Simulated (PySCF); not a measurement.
**[EuF3(NH3)]−: other functionals and bases at one geometry**

The task here is to estimate one member of a computed series from the others.

Computed with PySCF 2.14.0. Level: several levels, as the steps say, no spin–orbit coupling.

1 further run of the same task is left out (for a known fault of the program).

### Starting geometry

8 atoms, charge -1, spin multiplicity 1.

Bond lengths: Eu1–F2 2.239 Å, Eu1–F3 2.239 Å, Eu1–F4 2.239 Å, Eu1–N5 2.754 Å, N5–H6 1.018 Å, N5–H7 1.018 Å, N5–H8 1.018 Å. Angles: F2–Eu1–F3 119.8°, F2–Eu1–F4 119.8°, F2–Eu1–N5 92.5°, F3–Eu1–F4 119.8°, F3–Eu1–N5 92.5°, F4–Eu1–N5 92.5°, Eu1–N5–H6 110.9°, Eu1–N5–H7 110.9°, Eu1–N5–H8 110.9°, H6–N5–H7 108.0°, H6–N5–H8 108.0°, H7–N5–H8 108.0°.

As a file:

```xyz
8
EuF3H3N
Eu    0.1594   -0.1594    0.1594
F     1.1290    1.6101    1.1290
F    -1.6101   -1.1290    1.1290
F     1.1290   -1.1290   -1.6101
N    -1.4307    1.4307   -1.4307
H    -2.0284    2.0284   -0.8637
H    -0.8637    2.0284   -2.0284
H    -2.0284    0.8637   -2.0284
```

Formal oxidation states: Eu +2. Each metal's 7 4f electrons lie in its core potential, so multiplicities, spins and levels count the valence alone. An earlier session relaxed this geometry at PBE0, Eu lcecp-0-SVP with ECP53, F def2-SVP, N def2-SVP, H def2-SVP (singlet, point group C3v).

At PBE0 on the finer grid: E = -385.078103 Eh, frontier levels not given, since the 4f levels lie in the core, Mulliken charge on Eu1 +0.64 e, largest force component 0.001 eV/Å. 

Levels to run: HF; revPBE; PBE0, TZVP. Hardware: 2 threads of Arm Neoverse V1, shared host.

Set-up of the first run:

File run.py (the lines that set the calculation):

```python
mol = gto.M(atom='''
Eu     0.15936    -0.15936     0.15936
F      1.12904     1.61012     1.12904
F     -1.61012    -1.12904     1.12904
F      1.12904    -1.12904    -1.61012
N     -1.43068     1.43068    -1.43068
H     -2.02839     2.02839    -0.86373
H     -0.86373     2.02839    -2.02839
H     -2.02839     0.86373    -2.02839''',
    basis={'Eu': 'lcecp-0-SVP', 'F': 'def2-SVP', 'N': 'def2-SVP', 'H': 'def2-SVP'},
    ecp={'Eu': 'lcecp-0-SVP'},
    charge=-1, spin=0)
mf = scf.RHF(mol)
mf = mf.density_fit()  # fitting sets: Eu AutoAux, F def2-universal-JKFIT, N def2-universal-JKFIT, H def2-universal-JKFIT
mf.conv_tol = 1e-08; mf.max_cycle = 55
mf.kernel(dm0)  # dm0: the density of the relaxed state
```

Command:

```
> OMP_NUM_THREADS=2 python run.py
```

Steps of the session up to this table: HF; revPBE; PBE0, TZVP.

One table of the session follows, with a row left open; its other results are not shown here.

```
              level  charge on Eu1 (e)  dipole (D)  largest force component (eV/Å)
PBE0 (relaxed here)               0.64        4.44                            0.00
                 HF               1.11        4.44                            0.51
             revPBE                  ?           ?                               ?
         PBE0, TZVP               1.12        4.19                            0.28
```

**Question.** Estimate the row for revPBE.

**Answer.** charge on Eu1 (e): 0.41; dipole (D): 4.39; largest force component (eV/Å): 0.25. In the column «charge on Eu1 (e)» it is the lowest.

The dipole of a charged species depends on the origin, so these sizes hold for this origin alone.

The largest leftover force, 0.51 eV/Å with HF, stands at a geometry relaxed at another level. With 4f in the core, its levels are missing from HOMO and gap, and its count is fixed, so no charge can pass from the ligands into it. Total energies of different levels can't be compared.
